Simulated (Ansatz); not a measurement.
# BaTiO3: the cost of one run

All numbers are computed with Ansatz 0.2.0, driven from Python. Level of theory: DFT PBE+U+D3(BJ), plane waves, PAW.

The COD entry's cell or inner coordinates are ideal or old and differ from later refinements, so a difference from it is no clean test against experiment.

### Step 1. Starting point

Symmetry: P4mm, No. 99, tetragonal system. The conventional cell has a = 4.000 Å, b = 4.000 Å, c = 4.018 Å, α = 90.00°, β = 90.00°, γ = 90.00°. Ba (site symmetry 4mm) has 12 O at 2.79 to 2.88 Å as nearest neighbours. Around Ti (site symmetry 4mm) lie 6 O at 1.89 to 2.13 Å. O (site symmetry 4mm) is surrounded by 2 Ti at 1.89 to 2.13 Å. O (site symmetry 2mm) has 2 Ti at 2.00 Å and 4 Ba at 2.79 to 2.88 Å as nearest neighbours.

The script reads batio3.cif:

```cif
data_BaTiO3
_cell_length_a 3.999800
_cell_length_b 3.999800
_cell_length_c 4.018000
_cell_angle_alpha 90.00000
_cell_angle_beta 90.00000
_cell_angle_gamma 90.00000
_symmetry_space_group_name_H-M 'P 1'
_symmetry_Int_Tables_number 1
loop_
_symmetry_equiv_pos_as_xyz
'x, y, z'
loop_
_atom_site_label
_atom_site_type_symbol
_atom_site_fract_x
_atom_site_fract_y
_atom_site_fract_z
Ba1 Ba    0.000000    0.000000    0.000000
Ti2 Ti    0.500000    0.500000    0.490000
O3 O    0.500000    0.500000    0.019000
O4 O    0.500000    0.000000    0.517000
O5 O    0.000000    0.500000    0.517000
```

### Step 2. The code

The input, plus_u.py:

```python
"""DFT+U scan for BaTiO3."""

import ansatz as az
from ase.io import read
import numpy as np

XC = "PBE"
VDW = "D3(BJ)"
SMEARING = "Fixed"


def count_gap(report):
    # lowest empty less highest filled band, counting bands; zero where they overlap
    return max(report.get("gap_by_band_count_ev") or 0.0, 0.0)

atoms = read("batio3.cif")
cell = az.Crystal.from_ase(atoms)

calculation = (
    cell.calculation()
    .functional(XC, dispersion=VDW)
    .occupations(SMEARING)
    .kpoints(6)
    .band_table()
)
rows = []
for u in [0.0, 2.0, 4.0, 6.0]:
    r = calculation.hubbard("Ti", "d", u_eff=u).run(threads=1).report
    shell = r["hubbard"]["n_scf"]
    rows.append((u, count_gap(r), sum(shell) / len(shell), r["n_iterations"]))
print("      U_eff eV  gap by band count eV  Ti d occupation (projector)      iterations")
for row in rows:
    print(f"{str(row[0]):>14s}  {row[1]:20.3f}  {row[2]:27.4f}  {row[3]:14d}")
print("eigenvalues of the first occupation matrix at the last U, by spin:")
for channel in r["hubbard"]["n_eig"][0]:
    print("  ", " ".join(f"{n:.3f}" for n in channel))
```

### Step 3. What the engine is handed

The engine receives this input (first run):

```yaml
crystal:
  lattice:
    - [3.9998, 0.0, 0.0]
    - [0.0, 3.9998, 0.0]
    - [0.0, 0.0, 4.018]
  atoms:
    - { symbol: Ba, position: [0.0, 0.0, 0.0] }
    - { symbol: Ti, position: [0.5, 0.5, 0.49] }
    - { symbol: O, position: [0.5, 0.5, 0.019] }
    - { symbol: O, position: [0.5, 0.0, 0.517] }
    - { symbol: O, position: [0.0, 0.5, 0.517] }
kpoints:
  mp_grid:
    grid: [6, 6, 6]
hamiltonian:
  xc: pbe
  dispersion: d3bj
  hubbard:
    - { species: Ti, l: d, u_eff: 0.0 }
scf:
  occupations:
    method: fixed
output:
  eigenvalues: true
```

### Step 4. Launch

On the command line:

```sh
> python plus_u.py
```

**Question.** How long does this script take on 1 thread of Arm Neoverse V2, shared host, and how much memory does it need?

About 38 s, with a peak of 0.52 GiB.
